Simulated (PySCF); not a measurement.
# How the numerical set-up moves the result for S (triplet)

Aim: see how much the energy and properties of S (triplet) depend on the numerical set-up.

Program: PySCF 2.14.0. Level of theory: each script names its method and basis. These are calculated values, not measurements.

2 further runs of the same task are left out: 2 that didn't finish.

## 1. The atom

S (triplet): 1 atom, charge 0, spin multiplicity 3.

## 2. Base script

input.py

```python
from pyscf import gto, scf, mcscf

mol = gto.M(
    atom='S 0 0 0',
    basis='cc-pvqz',
    charge=0,
    spin=2,
    verbose=3,
)
mf = scf.ROHF(mol)
mf.kernel()
mc = mcscf.CASSCF(mf, 6, 4)
mc.kernel()
mc.analyze()
mf.dip_moment()
print('orbital energies (hartree):', mf.mo_energy[..., max(0, mol.nelec[1]-3):mol.nelec[0]+3].round(4))
```

Command:

```bash
$ OMP_NUM_THREADS=1 python input.py
```

Its log is not repeated here.

In short: E(SCF) = -397.506631 Eh, E(CAS) − E(SCF) = -0.01201 Eh.

The triplet is typed in the script; nothing here shows that it is the ground state.

## 3. Jorge-dzp

Variant 1 changes basis set: cc-pvqz → jorge-dzp.

input.py

```python
from pyscf import gto, scf, mcscf

mol = gto.M(
    atom='S 0 0 0',
    basis='jorge-dzp',
    charge=0,
    spin=2,
    verbose=3,
)
mf = scf.ROHF(mol)
mf.kernel()
mc = mcscf.CASSCF(mf, 6, 4)
mc.kernel()
mc.analyze()
mf.dip_moment()
print('orbital energies (hartree):', mf.mo_energy[..., max(0, mol.nelec[1]-3):mol.nelec[0]+3].round(4))
```

Command:

```bash
$ OMP_NUM_THREADS=1 python input.py
```

## 4. Density fitting auto

Variant 2 changes density fitting: none → auto.

input.py: that of step 2 with these lines changed.

```diff
@@ -10,2 +10,3 @@
 mf = scf.ROHF(mol)
+mf = mf.density_fit()
 mf.kernel()
```

## 5. Lanl2dz (core potential on)

Variant 3 changes basis set: cc-pvqz → lanl2dz; core potential: off → on. The core potential changes with it: totals don't compare.

input.py: that of step 2 with these lines changed.

```diff
@@ -4,3 +4,4 @@
     atom='S 0 0 0',
-    basis='cc-pvqz',
+    basis='lanl2dz',
+    ecp={'S': 'lanl2dz'},
     charge=0,
```

## 6. 6-311g**

Variant 4 changes basis set: cc-pvqz → 6-311g**.

input.py: that of step 2 with these lines changed.

```diff
@@ -4,3 +4,3 @@
     atom='S 0 0 0',
-    basis='cc-pvqz',
+    basis='6-311g**',
     charge=0,
```

## 7. Jorge-dzp-dkh (X2C on)

Variant 5 changes basis set: cc-pvqz → jorge-dzp-dkh; spin-free X2C: off → on.

input.py: that of step 2 with these lines changed.

```diff
@@ -4,3 +4,3 @@
     atom='S 0 0 0',
-    basis='cc-pvqz',
+    basis='jorge-dzp-dkh',
     charge=0,
@@ -10,2 +10,3 @@
 mf = scf.ROHF(mol)
+mf = mf.sfx2c1e()
 mf.kernel()
```

## 8. Cartesian functions on

Variant 6 changes Cartesian functions: off → on.

input.py: that of step 2 with these lines changed.

```diff
@@ -7,2 +7,3 @@
     spin=2,
+    cart=True,
     verbose=3,
```

What does the calculation give? Wanted: for each run, E(SCF); from base; after the SCF.

The runs gave:

```
                        run  E(SCF) (hartree)  from base (eV)  functions                 after the SCF
                       base       -397.506631               0         59  CASSCF correlation -0.327 eV
                  jorge-dzp       -397.490574         +0.4369         24  CASSCF correlation -0.319 eV
       density fitting auto       -397.506628         +0.0001         59  CASSCF correlation -0.327 eV
lanl2dz (core potential on)         -9.874386  not comparable          8  CASSCF correlation -0.273 eV
                   6-311g**       -397.494551         +0.3287         26  CASSCF correlation -0.323 eV
     jorge-dzp-dkh (X2C on)       -398.571920  not comparable         24  CASSCF correlation -0.320 eV
     Cartesian functions on       -397.506664         -0.0009        n/a  CASSCF correlation -0.921 eV
```

The largest comparable shift of the SCF energy, +0.437 eV, comes with the run “jorge-dzp”. jorge-dzp (24 functions) gives an energy 0.44 eV higher than cc-pvqz (59). 6-311g** (26 functions) gives an energy 0.33 eV higher than cc-pvqz (59). The dearest run is “Cartesian functions on”, at 9.5 s against 2.1 s.
